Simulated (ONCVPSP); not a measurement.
# An ONCV potential for samarium, from input to tests

Do these settings give a usable potential? It is generated, then checked for transferability, scattering, ghosts and hardness.

Method: ONCVPSP 4.0.1.1 (patched build), LDA (Perdew-Wang 92), scalar-relativistic.

## 1. Settings

The settings as typed:

```json
{"element": "samarium (Sm, Z = 62)", "type": "optimised norm-conserving Vanderbilt (ONCV)", "frozen core": "[Kr] 4d10", "valence charge": "16", "reference configuration": "4f6 5s2 5p6 6s1.5 (charge +0.5)", "partial waves": "5s+6s: rc 2.65 bohr, ncon 5, nbas 8, qcut 6 1/bohr, 3 projectors, debl 1.7 Ha; 5p: rc 2.75 bohr, ncon 3, nbas 7, qcut 4.6 1/bohr, 3 projectors, debl 1.8 Ha; d scattering state at 0.39 Ha: rc 2.95 bohr, ncon 4, nbas 8, qcut 3.8 1/bohr, 2 projectors, debl 3.7 Ha; 4f: rc 1.30 bohr, ncon 5, nbas 10, qcut 14.1 1/bohr, 1 projector", "local potential": "polynomial inside 1.05 bohr (lpopt 5, dvloc0 0 Ha)", "core correction": "not asked for"}
```

The nodes and maxima of the atom's own shells, from an earlier all-electron run, set the scale for the radii.

All-electron outer shells of the reference configuration (LDA (PZ), scalar-relativistic, ld1.x):

| shell | level (eV) | outermost node (bohr) | outermost maximum (bohr) |
| --- | --- | --- | --- |
| 5s | -46.36 | 0.69 | 1.27 |
| 5p | -26.29 | 0.74 | 1.43 |
| 6s | -6.13 | 1.69 | 3.48 |
| 4f | -5.61 | – | 0.61 |
| 5d | -4.51 | 0.84 | 2.17 |
| 6p | -3.27 | 2.04 | 4.59 |

## 2. The generation run

Sm.dat reads:

```
# ATOM AND REFERENCE CONFIGURATION
# atsym  z   nc   nv     iexc    psfile
  Sm 62.00    9    4  -001012      upf
#
#   n    l    f
    1    0    2.00
    2    0    2.00
    2    1    6.00
    3    0    2.00
    3    1    6.00
    3    2   10.00
    4    0    2.00
    4    1    6.00
    4    2   10.00
    4    3    6.00
    5    0    2.00
    5    1    6.00
    6    0    1.50
#
# PSEUDOPOTENTIAL AND OPTIMIZATION
# lmax
    3
#
#   l,   rc,      ep,       ncon, nbas, qcut
    0    2.65    0.00    5    8    6.00
    1    2.75    0.00    3    7    4.60
    2    2.95    0.39    4    8    3.80
    3    1.30    0.00    5   10   14.10
#
# LOCAL POTENTIAL
# lloc, lpopt,  rc(5),   dvloc0
    4    5    1.05    0.00
#
# VANDERBILT-KLEINMAN-BYLANDER PROJECTORs
# l, nproj, debl
    0    3    1.70
    1    3    1.80
    2    2    3.70
    3    1    2.00
#
# MODEL CORE CHARGE
# icmod, fcfact, rcfact
    0    0.00    0.00
#
# LOG DERIVATIVE ANALYSIS
# epsh1, epsh2, depsh
   -3.00    5.00    0.02
#
# OUTPUT GRID
# rlmax, drl
    6.00    0.01
#
# TEST CONFIGURATIONS
# ncnf
    4
# nvcnf
#   n    l    f
    4
    4    3    6.00
    5    0    2.00
    5    1    6.00
    6    0    2.00
#
    4
    4    3    6.00
    5    0    2.00
    5    1    6.00
    6    0    1.00
#
    4
    4    3    6.00
    5    0    2.00
    5    1    6.00
    6    0    0.00
#
    5
    4    3    6.00
    5    0    2.00
    5    1    6.00
    6    0    1.00
    6    1    1.00
#
```

Launch:

```sh
oncvpsp.x < Sm.dat > Sm.out
```

**Question.** What will these runs give? Wanted: cutoffs for 1 and 0.1 mHa per electron, occupied waves; bound ghosts; GHOST(+) flags; largest phase difference near zero energy, channels read; projector energies reset by the program.

As calculated:

| quantity | value |
| --- | --- |
| cutoffs for 1 and 0.1 mHa per electron, occupied waves | 84 Ha and 92 Ha |
| bound ghosts | s at -94.68 eV, d at -123.03 eV |
| GHOST(+) flags | p at 103 eV |
| largest phase difference near zero energy, channels read | 0.005 rad |
| projector energies reset by the program | d: -0.166, 3.534 Ha |

**Reading.** It has a bound ghost (s, d), a state that the atom doesn't have, and that rules the file out. It counts as very hard, with 84 Ha needed at the looser tolerance. At the looser tolerance the 4f wave is the slowest; 5s needs 11 Ha. Near zero energy the phases of the channels with partial waves agree within 0.005 rad. The program also flags highly localised states, GHOST(+) (p).
